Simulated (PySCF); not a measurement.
**AlH₃O₃: a look at the electrons**

Aim: take AlH₃O₃ and analyse its density (charges, bond critical points, surface potential), see where an electron leaves and enters and measure its response to a uniform field.

Computed with PySCF 2.14.0. Level: levels as typed in each script, gas phase, geometry from GFN2-xTB.

### Step 1. Starting geometry

SMILES `O[Al](O)O`, 7 atoms, charge 0, spin multiplicity 1.

Bond lengths: O1–Al2 1.659 Å, O1–H5 0.947 Å, Al2–O3 1.659 Å, Al2–O4 1.659 Å, O3–H6 0.947 Å, O4–H7 0.947 Å. Angles: Al2–O1–H5 135.6°, O1–Al2–O3 120.0°, O1–Al2–O4 120.0°, O3–Al2–O4 120.0°, Al2–O3–H6 135.6°, Al2–O4–H7 135.6°.

Geometry (Å):

```csv
atom,x (Å),y (Å),z (Å)
O1,-0.1321,1.6542,0.0000
Al2,0.0000,0.0000,0.0000
O3,1.4986,-0.7127,0.0000
O4,-1.3665,-0.9415,0.0000
H5,0.4743,2.3815,0.0000
H6,1.8254,-1.6015,0.0000
H7,-2.2996,-0.7801,0.0000
```

### Step 2. Density, bond paths and surface potential (PBE0/def2-tzvp)

Input file input.py:

```python
import numpy as np
from pyscf import gto, scf, dft
from pyscf.scf import atom_ks, atom_hf
from scipy.linalg import block_diag

def solve(mol, dm0=None, hcore=None):
    mf = (dft.UKS if mol.spin else dft.RKS)(mol, xc='pbe0')
    mf.grids.level = 3
    mf = mf.density_fit(auxbasis='def2-universal-jkfit')
    mf.conv_tol, mf.max_cycle = 1e-8, 80
    if hcore is not None:
        mf.get_hcore = lambda *args: hcore
    mf.kernel(dm0)
    if not mf.converged:
        mf = mf.newton().run(mf.mo_coeff, mf.mo_occ, max_cycle=30)
    assert mf.converged, 'SCF not converged'
    return mf

mol = gto.M(atom='''
O     -0.13211     1.65416     0.00000
Al    -0.00002     0.00000     0.00000
O      1.49862    -0.71266     0.00000
O     -1.36647    -0.94150     0.00000
H      0.47427     2.38155     0.00000
H      1.82537    -1.60150     0.00000
H     -2.29960    -0.78006     0.00000
''', basis='def2-tzvp', charge=0, spin=0, verbose=4)
mf = solve(mol)
mf.analyze()
# spherically averaged free atoms, for the promolecule
atm = atom_ks.get_atm_nrks(mol, xc='pbe0')
pro = block_diag(*[(atm[a[0]][2] * atm[a[0]][3]) @ atm[a[0]][2].T for a in mol._atom])
np.savez('result.npz', e=mf.e_tot, c=mf.mo_coeff, occ=mf.mo_occ, eps=mf.mo_energy, pro=pro, dip=mf.dip_moment(verbose=0), s2=mf.spin_square()[0])
```

On the command line:

```
$ OMP_NUM_THREADS=1 python input.py
```

### Step 4. Removing and adding an electron (PBE0/def2-tzvp)

Changes to input.py since step 2:

```diff
@@ -28,3 +28,12 @@
 mf = solve(mol)
-mf.analyze()
+out = dict(e0=mf.e_tot, dm0=mf.make_rdm1(), c=mf.mo_coeff, occ=mf.mo_occ, eps=mf.mo_energy)
+for name, dq, spin in [('cation', 1, 1)]:
+    ion = mol.copy().set(charge=mol.charge + dq, spin=spin).build()
+    mi = solve(ion)
+    if spin and dq > 0 and mol.nao < 130:
+        c, _, stable, _ = mi.stability(return_status=True)
+        if not stable:
+            mi = solve(ion, mi.make_rdm1(c, mi.mo_occ))
+    print(name, 'vertical energy change / eV', (mi.e_tot - mf.e_tot) * 27.211386)
+    out.update({'e_' + name: mi.e_tot, 'dm_' + name: mi.make_rdm1(), 's2_' + name: mi.spin_square()[0], 'eps_' + name: mi.mo_energy, 'occ_' + name: mi.mo_occ})
 # spherically averaged free atoms, for the promolecule
@@ -32,2 +41,2 @@
 pro = block_diag(*[(atm[a[0]][2] * atm[a[0]][3]) @ atm[a[0]][2].T for a in mol._atom])
-np.savez('result.npz', e=mf.e_tot, c=mf.mo_coeff, occ=mf.mo_occ, eps=mf.mo_energy, pro=pro, dip=mf.dip_moment(verbose=0), s2=mf.spin_square()[0])
+np.savez('result.npz', pro=pro, **out)
```

### Step 5. Response to an electric field (PBE0/def2-tzvp)

Input file input.py:

```python
import numpy as np
from pyscf import gto, scf, dft
from pyscf.scf import atom_ks, atom_hf
from scipy.linalg import block_diag

def solve(mol, dm0=None, hcore=None):
    mf = (dft.UKS if mol.spin else dft.RKS)(mol, xc='pbe0')
    mf.grids.level = 3
    mf = mf.density_fit(auxbasis='def2-universal-jkfit')
    mf.conv_tol, mf.max_cycle = 1e-8, 80
    if hcore is not None:
        mf.get_hcore = lambda *args: hcore
    mf.kernel(dm0)
    if not mf.converged:
        mf = mf.newton().run(mf.mo_coeff, mf.mo_occ, max_cycle=30)
    assert mf.converged, 'SCF not converged'
    return mf

mol = gto.M(atom='''
O     -0.13211     1.65416     0.00000
Al    -0.00002     0.00000     0.00000
O      1.49862    -0.71266     0.00000
O     -1.36647    -0.94150     0.00000
H      0.47427     2.38155     0.00000
H      1.82537    -1.60150     0.00000
H     -2.29960    -0.78006     0.00000
''', basis='def2-tzvp', charge=0, spin=0, verbose=4)
field = np.array([0.004, 0.0, 0.0])  # atomic units
mol.set_common_orig(mol.atom_charges() @ mol.atom_coords() / mol.atom_charges().sum())
mf = solve(mol)
out = dict(dm0=mf.make_rdm1(), d0=mf.dip_moment(unit='AU'), e0=mf.e_tot)
for name, sign in (('p', 1), ('m', -1)):
    h = mf.get_hcore() + sign * np.einsum('x,xij->ij', field, mol.intor('int1e_r'))
    mi = solve(mol, mf.make_rdm1(), h)
    out.update({'dm' + name: mi.make_rdm1(), 'd' + name: mi.dip_moment(unit='AU'), 'e' + name: mi.e_tot})
# spherically averaged free atoms, for the promolecule
atm = atom_ks.get_atm_nrks(mol, xc='pbe0')
pro = block_diag(*[(atm[a[0]][2] * atm[a[0]][3]) @ atm[a[0]][2].T for a in mol._atom])
np.savez('result.npz', pro=pro, **out)
```

(Steps that only read results are left out.)

**Question.** What will these runs give? Wanted: dipole moment; HOMO, LUMO; polarisability along the field.

As calculated:

| quantity | value |
| --- | --- |
| dipole moment (PBE0/def2-tzvp) | 0.00 D |
| HOMO, LUMO (PBE0/def2-tzvp) | -8.94, -0.20 eV |
| polarisability along the field (PBE0/def2-tzvp) | 32.4 bohr³ |

In words: At PBE0/def2-tzvp: The highest Hirshfeld charge is on Al2 (+0.68 e), the lowest on O1, O3 and O4 (−0.40 e). The geometry was not optimised at these levels.
